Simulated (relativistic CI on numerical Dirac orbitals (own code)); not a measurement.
# Zr¹⁶⁺: how the levels respond to the fine-structure constant and the nuclear radius

Aim: the factor q = dE/dx of each excitation energy, x = (α/α0)² − 1, by finite differences, and the field-shift factor by the mean square nuclear radius, for the lowest 30 levels.

Method: Dirac-Coulomb-Breit CI, KLI orbitals optimised for each configuration, derivatives by finite differences. Code: relativistic CI on numerical Dirac orbitals (own code) version 2.

## Step 1: The system

| Property | Result |
| --- | --- |
| ion | Zr¹⁶⁺ (Zr XVII) |
| nuclear charge | 40 |
| electrons | 24 |
| isotope | A = 90 |
| first configuration | [Ar] 3d6 |

The outer shells:

[Ar] 3d6
```
[Ar] core
3d [↑↓][↑ ][↑ ][↑ ][↑ ]
```

## Step 2: The run

Settings, as recorded:

```ini
atom Zr  Z=40  charge=16  electrons=24
nucleus A=90  rms_radius_fm=4.2694
hamiltonian dirac-coulomb  breit=on  qed=off  c_scale=1
orbitals kli  potential=per-configuration
slater_scale 1
correlation none
mixing on
configurations
  [Ar] 3d6
  [Ne] 3s2 3p5 3d7
  [Ne] 3s2 3p4 3d8
  [Ne] 3s 3p6 3d7
  [Ne] 3p6 3d8
  [Ar] 3d5 4s
  [Ne] 3s 3p5 3d8
  [Ar] 3d5 4p
end
derivatives alpha2 +-0.01 radius +-1%
```

Results of the run (chosen fields of its result record, rounded):

```text
status: converged
levels [i, E_cm, J2, conf, term, w_term]:
  - [0, 0, 8, "3s2 3p6 3d6", "5D", 0.9394]
  - [1, 11578.249, 6, "3s2 3p6 3d6", "5D", 0.9706]
  - [2, 15362.15, 4, "3s2 3p6 3d6", "5D", 0.8875]
  - [3, 19791.071, 2, "3s2 3p6 3d6", "5D", 0.9204]
  - [4, 21345.18, 0, "3s2 3p6 3d6", "5D", 0.9125]
  - [5, 61972.003, 4, "3s2 3p6 3d6", "3P", 0.8302]
  - [6, 62754.481, 8, "3s2 3p6 3d6", "3F", 0.3586]
  - [7, 70321.14, 12, "3s2 3p6 3d6", "3H", 0.9303]
  - [8, 71472.706, 10, "3s2 3p6 3d6", "3H", 0.6486]
  - [9, 77777.655, 6, "3s2 3p6 3d6", "3F", 0.7491]
  - [10, 80543.016, 4, "3s2 3p6 3d6", "3F", 0.8931]
  - [11, 83442.162, 8, "3s2 3p6 3d6", "3H", 0.588]
  - [12, 88085.954, 0, "3s2 3p6 3d6", "3P", 0.5518]
  - [13, 91317.288, 2, "3s2 3p6 3d6", "3P", 0.8242]
  - [14, 94362.202, 10, "3s2 3p6 3d6", "3G", 0.6478]
  - [15, 98715.599, 8, "3s2 3p6 3d6", "3G", 0.7578]
  - [16, 102887.41, 6, "3s2 3p6 3d6", "3G", 0.7493]
  - [17, 106168.44, 4, "3s2 3p6 3d6", "3D", 0.7758]
  - [18, 111295.27, 6, "3s2 3p6 3d6", "3D", 0.9213]
  - [19, 111353.74, 2, "3s2 3p6 3d6", "3D", 0.8804]
  - [20, 114112.35, 12, "3s2 3p6 3d6", "1I", 0.9309]
  - [21, 122291.29, 8, "3s2 3p6 3d6", "1G", 0.7199]
  - [22, 133958.33, 0, "3s2 3p6 3d6", "3P", 0.5295]
  - [23, 134111.01, 4, "3s2 3p6 3d6", "1D", 0.7259]
  - [24, 145686.2, 6, "3s2 3p6 3d6", "1F", 0.7748]
  - [25, 162385.55, 0, "3s2 3p6 3d6", "3P", 0.8164]
  - [26, 167464.89, 2, "3s2 3p6 3d6", "3P", 0.9782]
  - [27, 175637.4, 8, "3s2 3p6 3d6", "3F", 0.9015]
  - [28, 176807.33, 4, "3s2 3p6 3d6", "3F", 0.9647]
  - [29, 185284.55, 6, "3s2 3p6 3d6", "3F", 0.772]
sensitivity [i, q_alpha_cm, field_shift_GHz_per_fm2]:
  - [0, 0, 0]
  - [1, 1.352e+04, 0.0751]
  - [2, 1.189e+04, 0.06665]
  - [3, 1.86e+04, 0.1042]
  - [4, 1.933e+04, 0.1096]
  - [5, 8892, 0.04764]
  - [6, -5316, 0.04364]
  - [7, 6359, 0.1251]
  - [8, 5167, 0.1155]
  - [9, 1.164e+04, 0.1206]
  - [10, 1.219e+04, 0.1103]
  - [11, 2.196e+04, 0.1919]
  - [12, 1.859e+04, 0.1496]
  - [13, 3.478e+04, 0.197]
  - [14, 2.397e+04, 0.224]
  - [15, 2.117e+04, 0.2125]
  - [16, 2.863e+04, 0.2424]
  - [17, 1.205e+04, 0.1548]
  - [18, 1.745e+04, 0.1964]
  - [19, 2.136e+04, 0.2086]
  - [20, 2.133e+04, 0.2571]
  - [21, 3.726e+04, 0.3133]
  - [22, 3.383e+04, 0.2693]
  - [23, 2.882e+04, 0.1967]
  - [24, 8889, 0.1779]
  - [25, 2.058e+04, 0.2772]
  - [26, 1.228e+04, 0.2325]
  - [27, 1.788e+04, 0.3045]
  - [28, 2.074e+04, 0.3225]
  - [29, 3.55e+04, 0.3848]
n_levels_all: 30
configurations [conf, odd, states]:
  - ["3s2 3p6 3d6", 0, 210]
  - ["3s2 3p5 3d7", 1, 720]
  - ["3s2 3p4 3d8", 0, 675]
  - ["3s 3p6 3d7", 0, 240]
  - ["3p6 3d8", 0, 45]
  - ["3s2 3p6 3d5 4s", 0, 504]
  - ["3s 3p5 3d8", 1, 540]
  - ["3s2 3p6 3d5 4p", 1, 1512]
```

It took 1.1 s on 1 thread, shared host.

The relative sensitivity K = 2q/E of the transition from the lowest level:

```
                    level  energy (cm⁻¹)  q (cm⁻¹)       K  field shift (GHz/fm²)
                  3d6 5D3        11578.2     13520   2.336                 0.0751
                  3d6 5D2        15362.2     11890   1.548                 0.0666
                  3d6 5D1        19791.1     18600   1.880                  0.104
                  3d6 5D0          21345     19330   1.811                   0.11
                  3d6 3P2          61972      8892   0.287                 0.0476
        3d6 [3d5/2^2] J=4          62754     -5316  -0.169                 0.0436
                  3d6 3H6          70321      6359   0.181                  0.125
3d6 [3d3/2^3 3d5/2^3] J=5          71473      5167   0.145                  0.116
                  3d6 3F3          77778     11640   0.299                  0.121
                  3d6 3F2          80543     12190   0.303                   0.11
3d6 [3d3/2^2 3d5/2^4] J=4          83442     21960   0.526                  0.192
                  3d6 3P0          88086     18590   0.422                   0.15
                  3d6 3P1          91317     34780   0.762                  0.197
3d6 [3d3/2^2 3d5/2^4] J=5          94362     23970   0.508                  0.224
                  3d6 3G4          98716     21170   0.429                  0.213
                  3d6 3G3         102887     28630   0.556                  0.242
                  3d6 3D2         106168     12050   0.227                  0.155
```

## Step 3: Summary of results

```
                                         quantity                         value
                                     lowest level                       3d6 5D4
              largest q in size, lowest 30 levels          37260 cm⁻¹ (3d6 1G4)
largest K in size within the lowest configuration                2.34 (3d6 5D3)
            largest field-shift factor among them  0.385 GHz/fm² (3d6 3F3 (ii))
```

**Reading.** Among these levels the largest q belongs to 3d6 1G4, within the lowest configuration. The fine-structure partner 5D3 has K = 2.34, away from the 2 of a pure α² interval, since levels mix. K = 2q/E, the relative sensitivity of a level, hangs on the computed energy: between configurations that lie close it can be off by a factor of several.
